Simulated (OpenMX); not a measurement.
HPbNO4:

```
H Pb N O
1.0
     3.85404    0.14384    0.09012
    -0.25320    5.52698    0.16471
    -0.48197   -1.92720    5.72025
H Pb N O
1 1 1 4
Cartesian
  -0.0083 2.5983 3.2335
  2.1473 2.6778 1.0046
  2.8237 3.6046 5.7249
  -0.4057 -0.9417 5.0623
  2.7256 -0.0852 0.8025
  -0.5912 2.3982 5.1009
  0.1280 2.5704 2.2622
```

The cell was built by a generator and needn't be a form met in nature.

Base run:

```yaml
Program: OpenMX 3.8.5
Functional: PBE
Potentials_or_basis: OpenMX 2013 PBE set, H6.0-s2p1, Pb8.0-s3p2d2f1, N6.0-s2p2d1, O6.0-s2p2d1, grid cutoff 500 Ry
k_mesh: 5 × 5 × 5
Occupations: fermi-dirac, width 0.05 eV
Spin: non-collinear spin, zero start, spin-orbit coupling
Starting_moments: "[[0.0, 0.0, 0.0], [0.0, 0.0, 0.0], [0.0, 0.0, 0.0], [0.0, 0.0, 0.0], [0.0, 0.0, 0.0], [0.0, 0.0, 0.0], [0.0, 0.0, 0.0]] μB"
```

Its results: band gap on the k mesh 3.18 eV, indirect (least direct gap 3.25 eV); largest force 1.199 eV/Å.

Task: The run is repeated on the same cell with these changes: spin from non-collinear spin, zero start, spin-orbit coupling to no spin polarisation. What comes out?

Result: Band gap on the k mesh 3.27 eV, indirect (least direct gap 3.30 eV); largest force 1.201 eV/Å.

Spin-orbit coupling splits the band edges, which narrows the gap.

Caveats: the basis of atomic orbitals isn't converged, which shifts pressures, moduli and gaps; forces of over 1 eV/Å show positions far from the minimum, so gaps and moduli don't describe the material at rest; total energies with and without spin-orbit coupling shouldn't be compared in this program (some runs); spin-orbit coupling is left out, which as a rule narrows the gap of such compounds by several tenths of an eV (some runs).
